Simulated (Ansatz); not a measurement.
**C3H12BNO: up Jacob's ladder to CCSD(T)**

An exercise on one series of results from a longer session: the logs are not shown, and one member is left open.

Method: functionals in def2-TZVPP, the program's frozen cores in correlated methods; program: Ansatz 0.2.0, Gaussian basis.

Levels to be run: LDA (SPW92), PBE-D4, revPBE-D4, BLYP-D4, r2SCAN-D4, B97M-V, PBE0-D4, B3LYP-D4, r2SCANh-D4, r2SCAN0-D4, HSE06-D4, BHLYP-D4, CAM-B3LYP-D4, LC-ωPBE, ωB97X-V, ωB97M-V, B2PLYP, PBE-QIDH; CCSD(T)/def2-SVP; MP2/def2-TZVPP; RPA on PBE.

1 further run of the same task is left out (it didn't finish). Runs told in other sessions of the task aren't counted.

## The relaxed structure

The geometry comes from an earlier relaxation with PBE0-D4 in a triple-zeta def2 set; it is a stationary point, not always the lowest conformer.

SMILES `CO[B-](C)(C)[NH3+]`, 18 atoms, charge 0, spin multiplicity 1.

Atoms are counted from 1 here; the program's logs count them from 0.

Bond lengths: C1–O2 1.392 Å, C1–H7 1.094 Å, C1–H8 1.098 Å, C1–H9 1.105 Å, O2–B3 1.441 Å, B3–C4 1.612 Å, B3–C5 1.606 Å, B3–N6 1.724 Å, C4–H10 1.095 Å, C4–H11 1.096 Å, C4–H12 1.097 Å, C5–H13 1.097 Å, C5–H14 1.097 Å, C5–H15 1.094 Å, N6–H16 1.014 Å, N6–H17 1.015 Å, N6–H18 1.015 Å. Angles: O2–C1–H7 108.7°, O2–C1–H8 112.5°, O2–C1–H9 113.2°, H7–C1–H8 108.1°, H7–C1–H9 107.1°, H8–C1–H9 107.0°, C1–O2–B3 120.0°, O2–B3–C4 117.4°, O2–B3–C5 110.4°, O2–B3–N6 102.8°, C4–B3–C5 115.6°, C4–B3–N6 104.6°, C5–B3–N6 104.0°, B3–C4–H10 109.9°, B3–C4–H11 112.0°, B3–C4–H12 114.7°, H10–C4–H11 106.2°, H10–C4–H12 106.4° and more.

Set-up of the first run:

in.yaml

```yaml
crystal:
  periodic: [false, false, false]
  atoms:
    - {symbol: C, position_ang: [1.664080, -0.642943, 1.259760]}
    - {symbol: O, position_ang: [0.950609, 0.464269, 0.810443]}
    - {symbol: B, position_ang: [-0.074680, 0.303795, -0.189584]}
    - {symbol: C, position_ang: [0.093523, -0.909813, -1.237484]}
    - {symbol: C, position_ang: [-0.461322, 1.725378, -0.829603]}
    - {symbol: N, position_ang: [-1.458014, -0.120743, 0.747035]}
    - {symbol: H, position_ang: [2.365098, -0.317635, 2.033545]}
    - {symbol: H, position_ang: [2.239870, -1.125649, 0.459476]}
    - {symbol: H, position_ang: [1.022132, -1.421234, 1.709888]}
    - {symbol: H, position_ang: [0.991647, -0.755963, -1.844831]}
    - {symbol: H, position_ang: [-0.744884, -0.964838, -1.941210]}
    - {symbol: H, position_ang: [0.195351, -1.901345, -0.778978]}
    - {symbol: H, position_ang: [-0.597128, 2.503346, -0.068492]}
    - {symbol: H, position_ang: [-1.367019, 1.697938, -1.447523]}
    - {symbol: H, position_ang: [0.348603, 2.068630, -1.480341]}
    - {symbol: H, position_ang: [-2.292841, -0.206219, 0.177480]}
    - {symbol: H, position_ang: [-1.601476, 0.611477, 1.435141]}
    - {symbol: H, position_ang: [-1.310949, -0.997252, 1.237078]}
basis:
  gaussian: {orbitals: def2-TZVPP}
hamiltonian: {xc: lda}
output: {orbitals: {seedname: orbitals}}
```

Started as:

```sh
$ ansatz run in.yaml --threads 4 --pin off --events-out ev --progress --plain --max-ram 11315MiB
```

Among the steps run: LDA; PBE-D4 (GGA); revPBE-D4 (GGA); BLYP-D4 (GGA); r2SCAN-D4 (meta-GGA); B97M-V (meta-GGA); B3LYP-D4 (hybrid); r2SCANh-D4 (hybrid); r2SCAN0-D4 (hybrid); HSE06-D4 (hybrid); BHLYP-D4 (hybrid); CAM-B3LYP-D4 (range-separated); LC-ωPBE (range-separated); ωB97X-V (range-separated); ωB97M-V (range-separated); B2PLYP (double hybrid); PBE-QIDH (double hybrid).

One table of the session follows, with a row left open; its other results are not shown here.

It belongs to the step «Frontier levels by functional». 

```
  functional  HOMO (eV)  gap (eV)
 LDA (SPW92)      -5.48      4.61
      PBE-D4      -5.35      4.63
   revPBE-D4      -5.30      4.66
     BLYP-D4      -5.28      4.52
   r2SCAN-D4      -5.65      5.64
      B97M-V      -5.82      5.25
     PBE0-D4      -6.87      6.99
    B3LYP-D4          ?         ?
  r2SCANh-D4      -6.23      6.46
  r2SCAN0-D4      -7.10      7.68
    HSE06-D4      -6.47      6.21
    BHLYP-D4      -8.38      9.09
CAM-B3LYP-D4      -8.33      9.18
     LC-ωPBE      -9.61     11.81
     ωB97X-V      -9.33     11.29
     ωB97M-V      -9.29     10.81
```

Estimate the missing values for B3LYP-D4.

Worked estimate for «HOMO (eV)». Against the share of exact exchange, BLYP-D4 (0, -5.28), BHLYP-D4 (0.5, -8.38) give a slope of -6.20 per unit share; at 0.2 the line stands at -6.52.

The run gave: HOMO (eV): -6.66; gap (eV): 6.40. In «HOMO (eV)» the line misses by +0.14.
